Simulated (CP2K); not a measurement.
# HfGe in CP2K: the effect of functional

The system is HfGe.

```
CELL_PARAMETERS angstrom
3.21967 0.00000 0.00000
0.00000 3.21967 0.00000
0.00000 0.00000 4.10843
ATOMIC_POSITIONS crystal
Hf 0.50000 0.50000 0.00000
Ge 0.00000 0.00000 0.00000
```

The cell was built by a generator and needn't be a form met in nature.

Alike in all runs:

| Item | Value |
| --- | --- |
| Program | CP2K 2026.2 |
| Task | band structure |
| Potentials or basis | POTENTIAL_UZH Hf GTH-PBE-q12, Ge GTH-PBE-q4; TZVP-MOLOPT-PBE-GTH basis |
| Density cutoff | 9184 eV |
| k mesh | 8 × 8 × 7 |
| Occupations | fermi-dirac, width 0.05 eV |
| Spin | no spin polarisation |

| functional | pressure (GPa) |
| --- | --- |
| PBE | 61.6 |
| LDA | 57.6 |
| PBEsol | 59.2 |
| revPBE | 62.6 |
| vdW-DF-cx | ? |
| PW91 | 61.5 |
| SCAN | 62.5 |

Task: What does the run with functional vdW-DF-cx give?

Result: Pressure 59.9 GPa.

Caveats: a pressure of tens of GPa on the cell as given is suspect, and the run, the potentials or the cell itself is likely at fault; the basis of atomic orbitals isn't converged, which shifts pressures, moduli and gaps; the potentials were made for another functional, which shifts forces and pressure (some runs).
